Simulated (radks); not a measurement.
# La²⁺ inside a hard spherical wall

Aim: energy, levels and pressure of La²⁺ as a wall, at which all orbitals vanish, closes in. The configuration stays [Xe] 5d1.

Method: scalar-relativistic Kohn-Sham, PBEsol, spin-polarised, spherical densities, point nucleus; open shells are filled with parallel spins first. Code: radks (a radial shooting solver on a logarithmic mesh, Libxc functionals) version 1.

## (1) Starting point

* element: lanthanum (Z = 57)
* charge: +2
* electrons: 55
* configuration: [Xe] 5d1

Outer shells as boxes (Hund's rule):

La²⁺
```
[Xe] core
5d [↑ ][  ][  ][  ][  ]
```

## (2) The free atom

Settings of this run:

```text
Z 57
configuration [Xe] 5d1 6s0 4f0 6p0
relativity scalar-relativistic
functional pbe_sol,pbe_sol
spin polarised
nucleus point
c 137.035999084
```

## (3) Wall at 20 bohr

Input: that of step 2 with these lines changed.

```diff
@@ -6,2 +6,3 @@
 nucleus point
+wall 20 bohr
 c 137.035999084
```

## (4) Wall at 8 bohr

Input: that of step 3 with these lines changed.

```diff
@@ -6,3 +6,3 @@
 nucleus point
-wall 20 bohr
+wall 8 bohr
 c 137.035999084
```

## (5) Wall at 7 bohr

Input: that of step 4 with these lines changed.

```diff
@@ -6,3 +6,3 @@
 nucleus point
-wall 8 bohr
+wall 7 bohr
 c 137.035999084
```

## (6) Wall at 6 bohr

Input: that of step 5 with these lines changed.

```diff
@@ -6,3 +6,3 @@
 nucleus point
-wall 7 bohr
+wall 6 bohr
 c 137.035999084
```

## (7) Wall at 5 bohr

Input: that of step 6 with these lines changed.

```diff
@@ -6,3 +6,3 @@
 nucleus point
-wall 6 bohr
+wall 5 bohr
 c 137.035999084
```

## (8) Wall at 3.5 bohr

Input: that of step 7 with these lines changed.

```diff
@@ -6,3 +6,3 @@
 nucleus point
-wall 5 bohr
+wall 3.5 bohr
 c 137.035999084
```

## (9) Wall at 3 bohr

Input: that of step 8 with these lines changed.

```diff
@@ -6,3 +6,3 @@
 nucleus point
-wall 3.5 bohr
+wall 3 bohr
 c 137.035999084
```

## (10) Wall at 1.5 bohr

Input: that of step 9 with these lines changed.

```diff
@@ -6,3 +6,3 @@
 nucleus point
-wall 3 bohr
+wall 1.5 bohr
 c 137.035999084
```

**Question.** What will these runs give? Wanted: for each run, R; E − E(free); ε(4f, empty); ε(5d); ε(6s, empty); ε(6p, empty); pressure.

**Answer**, as computed:

| R (bohr) | E − E(free) (eV) | ε(4f, empty) (eV) | ε(5d) (eV) | ε(6s, empty) (eV) | ε(6p, empty) (eV) | pressure (GPa) |
| --- | --- | --- | --- | --- | --- | --- |
| free | 0.000 | -17.088 | -14.991 | -13.651 | -9.987 | 0 |
| 20 | 0.000 | -17.088 | -14.991 | -13.651 | -9.987 | < 0.0001 |
| 8 | 0.007 | -17.071 | -14.973 | -13.567 | -9.665 | 0.0148 |
| 7 | 0.033 | -17.027 | -14.918 | -13.334 | -9.084 | 0.0916 |
| 6 | 0.157 | -16.881 | -14.711 | -12.554 | -7.554 | 0.581 |
| 5 | 0.769 | -16.408 | -13.959 | -10.011 | -3.439 | 4.38 |
| 3.5 | 12.489 | -11.868 | -6.869 | 10.048 | 22.779 | 182 |
| 3 | 36.372 | -6.167 | 2.198 | 33.383 | 50.217 | 764 |
| 1.5 | 1506.3 | 103.58 | 242.58 | 553.42 | 596.83 | 173730 |

In words: Eigenvalues are for spin up. At the tightest wall, 1.5 bohr, the energy stands 1506.3 eV above the free atom and the pressure, −dE/dV, is 173730 GPa. Of the levels in the table that exist at both ends, 6p (empty) rises most from the free atom (606.82 eV). From R = 3 bohr inwards the highest occupied level lies above zero, pushed up by confinement. Shells are not refilled when levels cross, and a hard wall is a model, not a crystal.
